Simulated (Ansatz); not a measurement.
Here is an Ansatz input file for GaTc, space group P-6m2. Write the same calculation for the Python package.

```yaml
crystal:
  lattice:
    - [2.85887, 0.0, 0.0]
    - [-1.42944, 2.47585, 0.0]
    - [0.0, 0.0, 4.07629]
  atoms:
    - { symbol: Ga, position: [0.6666666666667, 0.3333333333333, 0.5] }
    - { symbol: Tc, position: [0.3333333333333, 0.6666666666667, 0.0] }
basis:
  ecutwfc: 653.0732699037
kpoints:
  mp_grid: { grid: [5, 5, 3], shift: [0.5, 0.5, 0.5] }
hamiltonian:
  xc: r2scan
  dispersion: d3bj
scf:
  self_checks: low
  convergence: { dr2_threshold: 1.0e-05 }
  mixing: { algorithm: msr1, beta: 0.2, ndim: 12 }
  occupations: { method: fermi_dirac, width: 0.05 }
relax:
  cell: { fix: [volume] }
output:
  write_potential: true
```

Launched from the shell:
```console
$ ansatz run input.yaml --threads 1 --pin off --max-ram 3072MiB --backend cpu --events-out ev --progress --plain --runs-dir out
Warning: crystal.symmetry: narrowed to the stabiliser of the k-point mesh — unitary ops 12 → 4; excluded 8 operations that carry a point of the 5×5×3 mesh (shift [0.5, 0.5, 0.5]) off the mesh (the run samples exactly the mesh kpoints.mp_grid names, as under crystal.symmetry.detect: false, and its converged state has the mesh's symmetry, not the crystal's; ε∞, the Born charges and the force [...]
Warning: the engine holds no damping parameters fitted to this dispersion correction and functional, so the run takes those fitted to r2scan beside the three-body term, which d3bj leaves out (hamiltonian.dispersion, under Limitations)
Warning: scf.convergence.dr2_threshold = 1e-5 eV is looser than this run's default, which is 1e-7 eV or tighter. The error in the forces grows as the threshold's square root, so leave the key out unless less accurate forces are enough
Warning: relax.cell: scf.convergence.dr2_threshold = 1e-5 eV is looser than the 2e-10 eV advised for a relaxation that steers and ends on the stress (1e-10 eV for each atom of the cell: 2). What an SCF threshold leaves in a stress goes as its square root, and in the free energy as the threshold itself, and one threshold admits the most on a small cell: of [...]
Engine: ansatz 0.2.0, aarch64-unknown-linux-gnu
Pseudopotentials: kind: paw
Pseudopotential: Ga, paw, valence charge 13, recommended cutoff 500 eV (meta_gga), Ga.paw.azcp
Pseudopotential: Tc, paw, valence charge 15, recommended cutoff 500 eV (normal), Tc.paw.azcp
Functional definition: r2SCAN
  parameter k0 = 0.174
  parameter k1 = 0.065
  parameter a1 = 4.9479
  exchange = r2scan_x(k0 = k0, k1 = k1, a1 = a1)
  correlation = r2scan_c
Crystal: 2 atoms, lattice volume = 28.853 Å³
Basis set: ecut = 653.0732699037 eV, 1091 PW (Γ), exchange–correlation on 96×96×144 points (64 copies of the dense FFT grid, shifted against one another)
Bands: 18, of which v1, the nominal top of the filled ones, is band 14 counted from 1 (13 counted from 0)
Symmetry: 4 space group operations
k-points: 18 of 75 (time reversal used)
Non-local potential: Ga, projectors of the file, l = 0: 2, l = 1: 2, l = 2: 3, l = 3: 1
Non-local potential: Tc, projectors of the file, l = 0: 3, l = 1: 3, l = 2: 2, l = 3: 2
PAW form: soft (Blöchl's): semilocal exchange-correlation on the pseudo side does not see the compensation charge
PAW frozen core: Ga, regenerated for the run's functional (the file was generated under x = pbe(κ = 0.804, μ = 0.2195149727645171), c = pbe(β = 0.06672455060314922))
PAW frozen core: Tc, regenerated for the run's functional (the file was generated under x = pbe(κ = 0.804, μ = 0.2195149727645171), c = pbe(β = 0.06672455060314922))
PAW one-centre angular grid: Ga, 590 points (default); XC on 160 Gauss nodes
PAW one-centre angular grid: Tc, 590 points (default); XC on 160 Gauss nodes
Initial density: superposition of atomic densities (chi_scale 0.1, normalization cell, long waves kept (reshape's long-wave potential 0.00 eV rms))
Initial wavefunctions: pseudopotential atomic-orbital guess
Functional: x = r2scan, c = r2scan; τ floored in thin density (d = 2e-4 eV/Å³)
iter 1 solved again at ethr=2.35e-3 eV; its pass at ethr=3.10e-3 eV (dr2=6.58e-1 eV) is discarded
SCF iter   1: F=—  HF=-9200.667193 eV  |F-HF|=—  |Δ(HF+E_count)|=         —  Δρ=4.62e-2  dr2=6.57e-1  dr2_τ=2.71e-2  ethr=2.35e-3  ⟨swp⟩=1.0  Hψ=1949  notcnv=0
preconditioner: auto → none  [metal: Δε(μ)=0.078 eV  Ē_g=12.995 eV  σ=0.050 eV  W_gap=0.37  n_scr=8 (ndim 12)  ℏωp=30.9 eV  f_vac=0.000  D(μ)=1.29/eV (n_scr^D=8)  sad-step TF]
SCF iter   2: F=—  HF=-9200.638822 eV  |F-HF|=—  |Δ(HF+E_count)|=   2.84e-2  Δρ=3.88e-2  dr2=4.80e-1  dr2_τ=4.93e-3  ethr=2.35e-3  ⟨swp⟩=1.8  Hψ=344  notcnv=0
SCF iter   3: F=—  HF=-9200.584138 eV  |F-HF|=—  |Δ(HF+E_count)|=   5.47e-2  Δρ=2.12e-2  dr2=1.71e-1  dr2_τ=4.24e-2  ethr=1.71e-3  ⟨swp⟩=2.4  Hψ=500  notcnv=0
SCF iter   4: F=—  HF=-9200.546380 eV  |F-HF|=—  |Δ(HF+E_count)|=   3.78e-2  Δρ=5.57e-3  dr2=8.82e-3  dr2_τ=3.50e-4  ethr=6.11e-4  ⟨swp⟩=2.6  Hψ=660  notcnv=0
SCF iter   5: F=—  HF=-9200.546243 eV  |F-HF|=—  |Δ(HF+E_count)|=   1.38e-4  Δρ=2.67e-3  dr2=6.99e-4  dr2_τ=9.38e-5  ethr=3.15e-5  ⟨swp⟩=2.1  Hψ=616  notcnv=0
SCF iter   6: F=—  HF=-9200.546589 eV  |F-HF|=—  |Δ(HF+E_count)|=   3.46e-4  Δρ=4.38e-4  dr2=3.88e-5  dr2_τ=9.13e-6  ethr=2.50e-6  ⟨swp⟩=2.0  Hψ=530  notcnv=0
SCF iter   7: F=-9200.546598 eV  HF=-9200.546599 eV  |F-HF|=9.00e-7  |Δ(HF+E_count)|=   9.89e-6  Δρ=9.27e-5  dr2=1.61e-6  dr2_τ=5.19e-7  ethr=3.57e-8  ⟨swp⟩=10.9  Hψ=3250  notcnv=0
SCF 1 converged in 7 iterations: F = -9200.546598 eV  dr2 = 1.61e-6
  greatest PAW one-centre occupation: 0.994 electrons in one spin orbital (limit 2), on the Ga atom at site 0 (counted from 0), in its partial waves of l = 2
relax step   1: F+E_penalty+E_count = -9200.54659794 eV  Δ(F+E_penalty+E_count) = +0.000e0 eV  max|allowed force component| = 2.295e-2 eV/Å  Δτ_max = 0.0000 Å  P = -2.801 GPa  Ω = 28.853 Å³  fix = [volume]  reactions: volume -2.801 GPa  (7 SCF iters, accepted)
Basis set: ecut = 653.0732699037 eV, 1103 PW (Γ), exchange–correlation on 96×96×144 points (64 copies of the dense FFT grid, shifted against one another)
Initial density: handed on by an earlier stage of this run
Initial wavefunctions: those handed on with the density
iter 1 solved again at ethr=3.75e-5 eV; its pass at ethr=3.10e-3 eV (dr2=1.05e-2 eV) is discarded
SCF iter   1: F=—  HF=-9200.489254 eV  |F-HF|=—  |Δ(HF+E_count)|=         —  Δρ=7.20e-3  dr2=1.08e-2  dr2_τ=2.80e-1  ethr=3.75e-5  ⟨swp⟩=2.0  Hψ=2711  notcnv=0
preconditioner: auto → none  [metal: Δε(μ)=0.098 eV  Ē_g=13.504 eV  σ=0.050 eV  W_gap=0.45  n_scr=8 (ndim 12)  ℏωp=30.9 eV  f_vac=0.000  D(μ)=1.06/eV (n_scr^D=4)]
SCF iter   2: F=—  HF=-9200.609160 eV  |F-HF|=—  |Δ(HF+E_count)|=   1.20e-1  Δρ=5.49e-3  dr2=3.36e-3  dr2_τ=5.96e-4  ethr=3.75e-5  ⟨swp⟩=2.5  Hψ=660  notcnv=0
SCF iter   3: F=—  HF=-9200.609676 eV  |F-HF|=—  |Δ(HF+E_count)|=   5.16e-4  Δρ=3.30e-3  dr2=1.00e-3  dr2_τ=6.73e-5  ethr=1.20e-5  ⟨swp⟩=2.1  Hψ=490  notcnv=0
SCF iter   4: F=—  HF=-9200.609987 eV  |F-HF|=—  |Δ(HF+E_count)|=   3.11e-4  Δρ=1.33e-3  dr2=3.75e-4  dr2_τ=1.24e-4  ethr=3.59e-6  ⟨swp⟩=2.1  Hψ=508  notcnv=0
SCF iter   5: F=—  HF=-9200.609997 eV  |F-HF|=—  |Δ(HF+E_count)|=   1.00e-5  Δρ=2.88e-4  dr2=1.17e-5  dr2_τ=9.04e-7  ethr=1.34e-6  ⟨swp⟩=2.1  Hψ=409  notcnv=0
SCF iter   6: F=-9200.610003 eV  HF=-9200.610003 eV  |F-HF|=5.80e-7  |Δ(HF+E_count)|=   5.66e-6  Δρ=1.07e-4  dr2=1.40e-6  dr2_τ=2.79e-7  ethr=3.57e-8  ⟨swp⟩=12.7  Hψ=3652  notcnv=0
SCF 2 converged in 6 iterations: F = -9200.610003 eV  dr2 = 1.40e-6
relax step   2: F+E_penalty+E_count = -9200.61000331 eV  Δ(F+E_penalty+E_count) = -6.341e-2 eV  max|allowed force component| = 4.392e-2 eV/Å  Δτ_max = 0.0175 Å  P = -4.322 GPa  Ω = 28.853 Å³  energy of the carried Pulay correction = +3.473e-16 eV  fix = [volume]  reactions: volume -4.322 GPa  (6 SCF iters, accepted)
Basis set: ecut = 653.0732699037 eV, 1107 PW (Γ), exchange–correlation on 96×96×144 points (64 copies of the dense FFT grid, shifted against one another)
iter 1 solved again at ethr=3.38e-6 eV; its pass at ethr=3.10e-3 eV (dr2=9.47e-4 eV) is discarded
[... 24 lines left out ...]
relax step   5: F+E_penalty+E_count = -9200.61354191 eV  Δ(F+E_penalty+E_count) = -2.915e-4 eV  max|allowed force component| = 2.255e-3 eV/Å  Δτ_max = 0.0069 Å  P = -4.318 GPa  Ω = 28.853 Å³  energy of the carried Pulay correction = +8.608e-17 eV  fix = [volume]  reactions: volume -4.318 GPa  (4 SCF iters, accepted)
Initial wavefunctions: pseudopotential atomic-orbital guess (no wavefunctions were taken with the density)
iter 1 solved again at ethr=1.27e-8 eV; its pass at ethr=3.10e-3 eV (dr2=3.55e-6 eV) is discarded
SCF iter   1: F=—  HF=-9200.613578 eV  |F-HF|=—  |Δ(HF+E_count)|=         —  Δρ=1.12e-4  dr2=6.72e-7  dr2_τ=3.81e-6  ethr=1.27e-8  ⟨swp⟩=4.1  Hψ=2698  notcnv=0
SCF iter   2: F=-9200.613579 eV  HF=-9200.613578 eV  |F-HF|=6.75e-7  |Δ(HF+E_count)|=   5.22e-7  Δρ=8.81e-5  dr2=3.99e-7  dr2_τ=2.85e-7  ethr=2.40e-9  ⟨swp⟩=10.7  Hψ=2579  notcnv=0
SCF 6 converged in 2 iterations: F = -9200.613579 eV  dr2 = 3.99e-7
relax step   6: F+E_penalty+E_count = -9200.61357882 eV  Δ(F+E_penalty+E_count) = -3.691e-5 eV  max|allowed force component| = 2.067e-3 eV/Å  Δτ_max = 0.0000 Å  P = -4.317 GPa  Ω = 28.853 Å³  fix = [volume]  reactions: volume -4.317 GPa  stress off target by 1.73e-2 GPa on what of the cell is left free  SCF on the basis re-selected at this cell (its energy [...]
basis re-selected at this cell: Δ(F+E_penalty+E_count) = -3.691e-5 eV, ΔP = +0.001 GPa vs the last step (what re-selecting the basis moved, of the pressure what is left beyond the Pulay correction that the steps carried, after the strain that the cell walked since its last selection, with what the two solves' SCF thresholds leave and, on support functions, [...]
SCF converged after 2 iterations
Free energy (F): -9200.613579 eV
Harris-Foulkes:  -9200.613578 eV  (|F-HF|=6.75e-7)
Internal energy: -9200.607200 eV  (E = F + TS)
E sigma→0 (E₀):  -9200.610390 eV
Entropy (-TS):   -0.006379 eV (-3.189 meV/atom)
Fermi energy:    17.566874 eV
--- Per-component energies (eV) ---
  E_band       = -69.816822
  E_kinetic    = 740.344240
  E_local      = -2793.435618  (includes V_loc(G=0)·N_el)
  E_nonlocal   = 710.842735
  E_hartree    = 1090.793370
  E_xc         = -297.636995
  E_vxc        = -393.027130  (∫ρ·V_xc dr)
  E_paw        = -5297.438151  (= ΣΔE_a)
  E_vpaw       = -541.956784  (= ΣTr[D̂ρ^β])
  E_aug_tail   = -0.000009  (compensation charges beyond the density's cutoff)
  E_vtau       = 25.828856  (kinetic-family band-sum trace: ∫τ·v_τ [+ j·A + Jᵃ·Aᵃ] dr)
  E_ewald      = -3352.701361
  E_disp       = -0.478799  (pairwise vdW)
  E_core_change = -0.896612  (= ΣΔE_core)
  E_smearing   = -0.006379  (= −TS)
  E_closure    = -0.000000  (closes the sum)
  Σ components = -9200.613579   (vs F -9200.613579, Δ=0.00e0)
--- Forces (eV/Å), atoms counted from 1 ---
  atom   1  Ga    -0.00171554     0.00099046    -0.00000000
  atom   2  Tc     0.00241853    -0.00139634     0.00000000
  max |Σ_I F_I| component: 7.03e-4 eV/Å
--- Stress (GPa, compression-positive) ---
       -4.324829      -0.001833      -0.000000
       -0.001833      -4.326945      -0.000000
       -0.000000      -0.000000      -4.299937
  P = ⅓ Tr σ = -4.3172 GPa (-43.172 kbar)
--- Band table (eV; the first three rows and the last of 18) ---
  k-point 0: bands = ["-51.0969", "-22.3878", "-22.2831", "-22.0570", "2.4338", "2.4551", "2.5137", "2.6119", "2.6569", "7.2202", "13.5092", "15.1062", "15.8007", "16.8892", "18.2079", "19.2550", "25.0499", "27.3139"]
  k-point 1: bands = ["-51.0967", "-22.3967", "-22.2826", "-22.0570", "2.4331", "2.4642", "2.5173", "2.5989", "2.6643", "8.2230", "11.8611", "15.4371", "15.9272", "16.9746", "17.6778", "17.9494", "27.4690", "29.0696"]
  k-point 2: bands = ["-51.0268", "-22.7347", "-22.3110", "-22.1894", "2.3181", "2.4719", "2.6019", "2.6172", "2.7138", "9.8516", "13.5177", "14.3595", "15.9631", "17.3797", "19.2392", "20.5560", "22.2445", "24.8164"]
  k-point 17: bands = ["-51.0322", "-22.7469", "-22.3164", "-22.1783", "2.2265", "2.4064", "2.6560", "2.6663", "2.7649", "11.0413", "12.9168", "14.1091", "16.8119", "17.5410", "17.9366", "20.3469", "20.5925", "25.4025"]
--- Relaxed structure (5 steps of the walk, 5 accepted, 1 SCFs on fresh bases) ---
  F+E_penalty+E_count = -9200.61357882 eV   max|allowed force component| = 2.067e-3 eV/Å   (the final SCF, on the basis selected at the relaxed cell)
  cell:  # Å, volume = 28.8525 Å³
    - [2.841251868717372, -0.05440247491160711, 4.540343765667928e-18]
    - [-1.4677447739157634, 2.433392095287858, -4.885658958976847e-18]
    - [6.473811485800704e-18, -4.306181278112833e-18, 4.221889601016487]
  atoms:
    - { symbol: Ga, position: [0.6622425548105986, 0.33775744518940165, 0.5] }
    - { symbol: Tc, position: [0.33775744518940154, 0.6622425548105986, 2.583609210901349e-19] }
```

Notebook, run cell by cell (the value of a cell's last expression is shown):

```python
import json

import ansatz as az
from ase.data import atomic_numbers
import matplotlib.pyplot as plt
import numpy as np
import spglib
```

```python
def edges_and_angles(cell):
    cell = np.asarray(cell)
    a, b, c = np.linalg.norm(cell, axis=1)
    cosines = cell[1] @ cell[2] / (b * c), cell[0] @ cell[2] / (a * c), cell[0] @ cell[1] / (a * b)
    return (a, b, c, *np.degrees(np.arccos(cosines)))
```

```python
system = (
    az.Lattice.of([2.85887, 0.0, 0.0], [-1.42944, 2.47585, 0.0], [0.0, 0.0, 4.07629])
    .atom('Ga', [2 / 3, 1 / 3, 0.5])
    .atom('Tc', [1 / 3, 2 / 3, 0.0])
)

# shape and ions at fixed volume
model = (
    system.calculation()
    .functional('r2scan', dispersion='d3bj')
    .occupations('Fermi-Dirac', width=0.05)
    .mixing('msr1', ndim=12, beta=0.2)
    .basis(24 * az.Ha)
    .scf(tolerance=1e-05, self_checks='low')
    .kpoints(5, 5, 3, shift=0.5)
    .relax(fix_cell=['volume'])
    .potential()
)
result = model.run(events_out='events.ndjson')
with open('events.ndjson') as stream:
    events = [json.loads(line) for line in stream]
steps = [e['data'] for e in events if e['event'] == 'relax_step']
summary = result.report
```

    DeckWarning: crystal.symmetry: narrowed to the stabiliser of the k-point mesh — unitary ops 12 → 4; excluded 8 operations that carry a point of the 5×5×3 mesh (shift [0.5, 0.5, 0.5]) off the mesh (the run samples exactly the mesh kpoints.mp_grid names, as under crystal.symmetry.detect: false, and its converged state has the mesh's symmetry, not the crystal's; ε∞, the Born charges and the force [...]
    DeckWarning: the engine holds no damping parameters fitted to this dispersion correction and functional, so the run takes those fitted to r2scan beside the three-body term, which d3bj leaves out (hamiltonian.dispersion, under Limitations)
    DeckWarning: scf.convergence.dr2_threshold = 1e-5 eV is looser than this run's default, which is 1e-7 eV or tighter. The error in the forces grows as the threshold's square root, so leave the key out unless less accurate forces are enough
    DeckWarning: relax.cell: scf.convergence.dr2_threshold = 1e-5 eV is looser than the 2e-10 eV advised for a relaxation that steers and ends on the stress (1e-10 eV for each atom of the cell: 2). What an SCF threshold leaves in a stress goes as its square root, and in the free energy as the threshold itself, and one threshold admits the most on a small cell: of the crystals measured, under no [...]

```python
summary['kweights']
```

    [0.05333333333333334, 0.02666666666666667, 0.10666666666666667, 0.05333333333333334,
     0.10666666666666667, 0.05333333333333334, 0.10666666666666667, 0.05333333333333334,
     0.05333333333333334, 0.02666666666666667, 0.05333333333333334, 0.02666666666666667,
     0.10666666666666667, 0.05333333333333334, 0.05333333333333334, 0.02666666666666667,
     0.02666666666666667, 0.013333333333333334]

```python
summary['n_electrons']
```

    28.0

```python
result.unlabelled_reasons
```

```python
for s in steps:
    flag = '' if s['accepted'] else '  (rejected)'
    print('step %2d  E = %.5f eV  largest force component = %.4f eV/A%s' % (s['step'], s['lagrangian_ev'], s['allowed_force_max_ev_ang'], flag))
```

    step  1  E = -9200.54660 eV  largest force component = 0.0229 eV/A
    step  2  E = -9200.61000 eV  largest force component = 0.0439 eV/A
    step  3  E = -9200.61315 eV  largest force component = 0.0203 eV/A
    step  4  E = -9200.61325 eV  largest force component = 0.0365 eV/A
    step  5  E = -9200.61354 eV  largest force component = 0.0023 eV/A
    step  6  E = -9200.61358 eV  largest force component = 0.0021 eV/A

```python
first, last = steps[0], steps[-1]
symbols = [site.symbol for site in result.lattice.sites]
print(f'energy gained {first["lagrangian_ev"] - last["lagrangian_ev"]:.4f} eV in {len(steps) - 1} steps')
for label, vectors in (('before', first['cell_ang']), ('after', result.lattice.cell_ang)):
    print(label, 'a b c (A) {:.4f} {:.4f} {:.4f}  angles {:.2f} {:.2f} {:.2f}'.format(*edges_and_angles(vectors)), f' V = {abs(np.linalg.det(vectors)):.3f} A^3')
print('final stress xx yy zz (GPa, compression positive):', np.round(np.diag(summary['stress_gpa']), 3) + 0.0)
```

    energy gained 0.0670 eV in 5 steps
    before a b c (A) 2.8589 2.8589 4.0763  angles 90.00 90.00 120.00  V = 28.853 A^3
    after a b c (A) 2.8418 2.8418 4.2219  angles 90.00 90.00 122.19  V = 28.853 A^3
    final stress xx yy zz (GPa, compression positive): [-4.325 -4.327 -4.3  ]

```python
fractions = [site.position_frac for site in result.lattice.sites]
numbers = [atomic_numbers[s] for s in symbols]
for tolerance in (1e-3, 1e-2, 1e-1):
    print(f'space group at {tolerance} A:', spglib.get_spacegroup((result.lattice.cell_ang, fractions, numbers), symprec=tolerance))
```

    space group at 0.001 A: Amm2 (38)
    space group at 0.01 A: Amm2 (38)
    space group at 0.1 A: Amm2 (38)

```python
fig, (top, bottom) = plt.subplots(2, 1, sharex=True, figsize=(4.5, 4))
top.plot([s['lagrangian_ev'] - last['lagrangian_ev'] for s in steps], 'o-')
top.set_ylabel('E - E(final) (eV)')
bottom.semilogy([max(s['allowed_force_max_ev_ang'], 1e-6) for s in steps], 's-')
bottom.set(xlabel='step', ylabel='largest force (eV/A)')
fig.tight_layout()
fig.savefig('relax.png', dpi=100)
```

```python
energy = summary['free_energy_ev']
print('GaTc: {:.6f} eV = {:.6f} Ry = {:.6f} Ha'.format(energy, energy / 13.605693, energy / 27.211386))
print('Fermi level {:.4f} eV, {} k-points, {} symmetry operations'.format(summary['fermi_energy_ev'], summary['n_kpoints'], summary['n_symmetry_ops']))
```

    GaTc: -9200.613579 eV = -676.232631 Ry = -338.116316 Ha
    Fermi level 17.5669 eV, 18 k-points, 4 symmetry operations

```python
v = result.potential()
line = v.v_es_ev.mean(axis=(0, 1))
print('planar mean of the electrostatic potential along the third grid axis (eV):')
np.round(line[:: max(len(line) // 12, 1)], 3)
```

    planar mean of the electrostatic potential along the third grid axis (eV):
    array([-13.518,  -4.521,  10.737,  15.999,  13.517,   9.506,   8.067,
             9.506,  13.517,  15.999,  10.737,  -4.521])

These settings explore the input space; cutoff and mesh may be short of convergence. The dispersion term runs with damping parameters of another functional. Part of the cell is held or a pressure is applied, so the end point needn't be the zero-pressure lattice. Dispersion corrections can be off by several per cent in the lattices of metals, and by several GPa in the pressure at a fixed cell. For a metal this mesh is far too coarse, so the numbers only illustrate the procedure. The zero of the levels is a convention of the potentials, so an absolute Fermi energy is no work function. Energies along a relaxation are free energies. Rows at an unchanged volume are solved on a plane-wave basis chosen afresh for that cell, so the energy jumps there and such rows are no steps of the walk. The cell relaxed to the group Amm2; tensors and edges are in the axes of the typed cell. This cell is a computed structure, which may not be the phase found in nature. Warnings are shown shortened and without file and line. Hardware and time: 30 s on 1 thread of Arm Neoverse V1, on a shared host, peak memory 0.52 GiB.

(Lines on the test bed's own set-up are left out of the output.)
